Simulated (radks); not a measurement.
# Cd⁴⁺ in [Kr] 4d7 5s1: an all-electron calculation

Aim: the levels, the sizes of the orbitals and the parts of the energy of the cadmium ion Cd4+.

Program: radks (a radial shooting solver on a logarithmic mesh, Libxc functionals) version 1. Level of theory: Dirac Kohn-Sham, revPBE, spin-unpolarised, spherical densities, point nucleus; open shells fill j = l - 1/2 first. These are calculated values, not measurements, unless marked.

## (1) The atom as given

* element: cadmium (Z = 48)
* charge: +4
* electrons: 44
* configuration: [Kr] 4d7 5s1

## (2) The run

Input:

```text
Z 48
configuration [Kr] 4d7 5s1
relativity Dirac
functional pbe_r,pbe
spin unpolarised
j_filling energy
nucleus point
c 137.035999084
```

On the command line:

```console
$ python run_ks.py task.json out
```

All runs below come from this command, one after another.

What does the calculation give?

The runs gave:

| quantity | value |
| --- | --- |
| total energy | -5591.23394 hartree |
| exchange-correlation share of it | 2.73 % |
| −T/E | 1.0488 |
| highest occupied level | 5s1/2, -46.143 eV |
| most extended occupied level | 5s1/2, <r> = 2.09 bohr |
| radius at density 0.001 e/bohr³ | 3.27 bohr |
| maxima of the radial density | 4 |

5 principal shells are occupied and 4 maxima appear in the radial density; where shells overlap, one shows as a shoulder or not at all. Relativity lifts −T/E to 1.049. This is not the tabulated ground configuration, so its levels and sizes aren't those of the ground state, and no measured value stands beside it.
